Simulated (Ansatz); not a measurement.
# H8NO2ScSi2: the cost of one run

Computed with Ansatz 0.2.0, Gaussian basis. Level: one geometry, several basis sets.

Levels to be run: PBE0-D4/def2-SVP; ωB97M-V/def2-SVP; PBE0-D4/def2-QZVPP; ωB97M-V/def2-QZVPP; the functionals' def2-TZVPP values are taken from earlier runs.

### 1 The geometry

The geometry comes from an earlier relaxation with PBE0-D4/def2-TZVP; it is a stationary point, not always the lowest conformer.

SMILES `[NH2][Sc]([O][SiH3])[O][SiH3]`, 14 atoms, charge 0, spin multiplicity 1.

Atoms are counted from 1 here; the program's logs count them from 0.

Bond lengths: N1–Sc2 1.975 Å, N1–H7 1.012 Å, N1–H8 1.012 Å, Sc2–O3 1.898 Å, Sc2–O5 1.898 Å, O3–Si4 1.627 Å, Si4–H9 1.490 Å, Si4–H10 1.490 Å, Si4–H11 1.490 Å, O5–Si6 1.627 Å, Si6–H12 1.490 Å, Si6–H13 1.490 Å, Si6–H14 1.490 Å. Angles: Sc2–N1–H7 126.2°, Sc2–N1–H8 126.4°, H7–N1–H8 107.4°, N1–Sc2–O3 118.0°, N1–Sc2–O5 117.9°, O3–Sc2–O5 124.2°, Sc2–O3–Si4 176.0°, O3–Si4–H9 110.9°, O3–Si4–H10 110.5°, O3–Si4–H11 110.5°, H9–Si4–H10 108.3°, H9–Si4–H11 108.2°, H10–Si4–H11 108.3°, Sc2–O5–Si6 176.0°, O5–Si6–H12 110.6°, O5–Si6–H13 110.9°, O5–Si6–H14 110.5°, H12–Si6–H13 108.2° and more.

### 2 PBE0-D4 in def2-SVP

in.yaml reads:

```yaml
crystal:
  periodic: [false, false, false]
  atoms:
    - {symbol: N, position_ang: [-1.715397, -2.084573, 0.238008]}
    - {symbol: Sc, position_ang: [-0.464726, -0.565944, 0.064918]}
    - {symbol: O, position_ang: [1.366731, -0.952638, -0.251536]}
    - {symbol: Si, position_ang: [2.957299, -1.173759, -0.512894]}
    - {symbol: O, position_ang: [-1.171239, 1.188676, 0.225287]}
    - {symbol: Si, position_ang: [-1.675052, 2.731785, 0.335138]}
    - {symbol: H, position_ang: [-2.711579, -2.023127, 0.407308]}
    - {symbol: H, position_ang: [-1.479183, -3.066947, 0.174603]}
    - {symbol: H, position_ang: [3.634496, 0.122351, -0.797265]}
    - {symbol: H, position_ang: [3.601679, -1.785854, 0.682527]}
    - {symbol: H, position_ang: [3.174684, -2.077848, -1.676617]}
    - {symbol: H, position_ang: [-2.774065, 2.854316, 1.333205]}
    - {symbol: H, position_ang: [-0.560387, 3.624680, 0.758634]}
    - {symbol: H, position_ang: [-2.183262, 3.208882, -0.981327]}
basis:
  gaussian: {orbitals: def2-SVP}
hamiltonian: {xc: pbe0, dispersion: d4}
output: {orbitals: {seedname: orbitals}}
```

Launch:

```sh
$ ansatz run in.yaml --threads 2 --pin off --events-out ev --progress --plain --max-ram 32768MiB --backend cpu
```

Q: Estimate wall time and peak memory on 2 threads of AMD EPYC 7R13, shared host.

About 3.6 s, with a peak of 0.45 GiB.
